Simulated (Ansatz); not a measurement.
# C₂H₉InSi: a ladder of functionals and wavefunction methods

How much do the methods differ for C₂H₉InSi? The plan is to run it at one geometry with functionals of several rungs and with coupled cluster. The yardstick is the atomisation energy at the CCSD(T) limit.

Method: functionals in def2-TZVPP, the program's frozen cores in correlated methods; program: Ansatz 0.2.0, Gaussian basis.

Levels to be run: LDA (SPW92), PBE-D4, revPBE-D4, BLYP-D4, r2SCAN-D4, B97M-V, PBE0-D4, B3LYP-D4, r2SCANh-D4, r2SCAN0-D4, HSE06-D4, BHLYP-D4, CAM-B3LYP-D4, LC-ωPBE, ωB97X-V, ωB97M-V, B2PLYP, PBE-QIDH; CCSD(T)/def2-SVP; CCSD(T)/def2-TZVPP; MP2/def2-QZVPP; extrapolation to the limit; RPA on PBE.

## (1) Structure used throughout

An earlier PBE0-D4 in a triple-zeta def2 set relaxation fixed the geometry. In takes the def2 core potential; no spin-orbit term is included.

SMILES `[SiH3]C[CH2][InH2]`, 13 atoms, charge 0, spin multiplicity 1.

Atoms are counted from 1 here; the program's logs count them from 0.

Bond lengths: Si1–C2 1.868 Å, Si1–H5 1.487 Å, Si1–H6 1.486 Å, Si1–H7 1.513 Å, C2–C3 1.533 Å, C2–H8 1.096 Å, C2–H9 1.097 Å, C3–In4 2.185 Å, C3–H10 1.093 Å, C3–H11 1.094 Å, In4–H12 1.727 Å, In4–H13 1.733 Å. Angles: C2–Si1–H5 115.8°, C2–Si1–H6 112.0°, C2–Si1–H7 105.5°, H5–Si1–H6 109.5°, H5–Si1–H7 107.4°, H6–Si1–H7 106.0°, Si1–C2–C3 108.5°, Si1–C2–H8 107.6°, Si1–C2–H9 110.8°, C3–C2–H8 110.8°, C3–C2–H9 112.7°, H8–C2–H9 106.4°, C2–C3–In4 109.8°, C2–C3–H10 110.9°, C2–C3–H11 111.2°, In4–C3–H10 109.0°, In4–C3–H11 109.0°, H10–C3–H11 106.9° and more.

## (2) LDA

This LDA is Slater exchange with PW92 correlation.

Input file in.yaml:

```yaml
crystal:
  periodic: [false, false, false]
  atoms:
    - {symbol: Si, position_ang: [-1.186275, 0.678644, 0.903927]}
    - {symbol: C, position_ang: [-0.685323, -0.986044, 0.221369]}
    - {symbol: C, position_ang: [0.828901, -0.977820, -0.015539]}
    - {symbol: In, position_ang: [1.374935, 0.732216, -1.261238]}
    - {symbol: H, position_ang: [-2.647555, 0.948794, 0.945837]}
    - {symbol: H, position_ang: [-0.596851, 0.931193, 2.244996]}
    - {symbol: H, position_ang: [-0.564784, 1.699070, -0.024092]}
    - {symbol: H, position_ang: [-1.225294, -1.134358, -0.720715]}
    - {symbol: H, position_ang: [-1.004828, -1.793961, 0.891166]}
    - {symbol: H, position_ang: [1.371628, -0.916256, 0.931054]}
    - {symbol: H, position_ang: [1.156254, -1.897392, -0.509997]}
    - {symbol: H, position_ang: [2.634370, 1.833080, -0.831417]}
    - {symbol: H, position_ang: [0.544812, 0.882814, -2.775350]}
basis:
  gaussian: {orbitals: def2-TZVPP}
hamiltonian: {xc: lda}
output: {orbitals: {seedname: orbitals}}
```

Run with:

```sh
$ ansatz run in.yaml --threads 4 --pin off --events-out ev --progress --plain --max-ram 10444MiB
```

After this run come: PBE-D4 (GGA); revPBE-D4 (GGA); BLYP-D4 (GGA); r2SCAN-D4 (meta-GGA); B97M-V (meta-GGA); PBE0-D4 (hybrid); B3LYP-D4 (hybrid); r2SCANh-D4 (hybrid); r2SCAN0-D4 (hybrid); HSE06-D4 (hybrid); BHLYP-D4 (hybrid); CAM-B3LYP-D4 (range-separated); LC-ωPBE (range-separated); ωB97X-V (range-separated); ωB97M-V (range-separated); B2PLYP (double hybrid); PBE-QIDH (double hybrid); CCSD(T) in def2-SVP; CCSD(T) in def2-TZVPP; MP2 in def2-QZVPP; RPA on PBE orbitals.

**Question.** What will the summary of the whole plan be? Wanted: atomisation energy, CCSD(T)/CBS; farthest beyond LDA; mean size of error, GGA; mean size of error, meta-GGA; mean size of error, hybrid; mean size of error, range-separated; mean size of error, double hybrid; gap, smallest and largest; T1 diagnostic.

**Answer**, as computed:

| quantity | value |
| --- | --- |
| atomisation energy, CCSD(T)/CBS | 42.470 eV |
| functionals within 0.425 eV (1.0 %) | PBE-D4, r2SCAN-D4, B97M-V, PBE0-D4, B3LYP-D4, r2SCANh-D4, r2SCAN0-D4, HSE06-D4, CAM-B3LYP-D4, LC-ωPBE, ωB97X-V, ωB97M-V |
| farthest beyond LDA | revPBE-D4 (-0.904 eV) |
| mean size of error, GGA | 0.612 eV |
| mean size of error, meta-GGA | 0.114 eV |
| mean size of error, hybrid | 0.397 eV |
| mean size of error, range-separated | 0.115 eV |
| mean size of error, double hybrid | 0.617 eV |
| gap, smallest and largest | 3.79 eV (LDA (SPW92)), 10.32 eV (LC-ωPBE) |
| T1 diagnostic | 0.0126 |
| triples share of the correlation energy | 3.4 % |

LDA overbinds by 4.953 eV (12 %). PBE-D4 misses by -0.156 eV. Double hybrids carry the basis error of their MP2 part in triple zeta, and no dispersion term here, so their miss is partly the set-up's. The rungs meta-GGA, range-separated, hybrid miss on average by less than the doubt on the reference (0.425 eV), so they tie. Misses under about 0.425 eV are within the doubt on the reference itself, which lacks core-valence correlation, spin-orbit coupling and higher excitations, and its outer-core shells are covered unevenly. All levels share the lack of spin-orbit coupling, which lowers the free heavy atoms and so the true binding. Hartree-Fock recovers 75 % of the binding; the rest is correlation. CCSD(T) in def2-SVP is off by -2.268 eV, more than most functionals: a good method in a small basis is no reference. The gap grows from 3.8 to 10.3 eV across the functionals, mostly with the share of exact exchange. Correlated methods include outer-core shells of In, which these sets cover unevenly.
